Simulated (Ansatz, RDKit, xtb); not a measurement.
# C5H8FNO: which of the isomers drawn lies lowest?

A sample of isomers of C5H8FNO is drawn. Aim: find which of them has the lowest free energy at 298.15 K, then its properties. The sample is small against all isomers, and the most stable one of this formula need not be in it.

The funnel: GFN2-xTB relaxations, single points with a density functional, relaxations at PBE0-D3(BJ)/def2-SVP, harmonic vibrations (at GFN2-xTB), and a last energy at a higher level. All values are calculated.

### Step 1. Drawing up candidates

Isomers were taken from a list of plausible structures; this is a sample, not all of them. That gives 3 candidates.

```csv
label,SMILES,spin
c510,OC1=C(CF)CCN1,singlet
c785,OC1=NCC[C@@H]1CF,singlet
c838,O=C1NCC[C@@H]1CF,singlet
```

Candidates are built by distance geometry, with a force field where one applies, in up to four conformers (letters a to d).

Q: Predict the outcome of this search (final energies at CCSD(T)/def2-SVP + MP2/def2-TZVPP - MP2/def2-SVP).

| quantity | value |
| --- | --- |
| lowest structure found | O=C1NCC[C@@H]1CF, singlet |
| next finalist | OC1=NCC[C@@H]1CF, singlet, 11.7 kcal/mol higher in G |
| share at equilibrium, among the finalists | 100.0 % |

The lowest structure found is `O=C1NCC[C@@H]1CF`. Among the finalists first place is clear (11.7 kcal/mol); structures outside the list aren't covered. With 4 minima in the window unscreened, the next finalist need not be the second lowest, and margin and share hold for the finalists alone. GFN2-xTB, HF/STO-3G, r2SCAN-D4/def2-SVP, PBE0-D3(BJ)/def2-SVP, HF/def2-SVP and MP2/def2-SVP already put its bonding pattern lowest among the structures in one piece. 4 minima inside the window were never screened. The search is not exhaustive (a finite list of starts, one conformer a finalist), so a lower isomer can't be ruled out. Only 3 drawn patterns were tried, so whole families of isomers are missing, and the result ranks only the part of this sample that was screened. The lowest isomer need not be the one that is made and kept in a bottle, which depends on barriers.
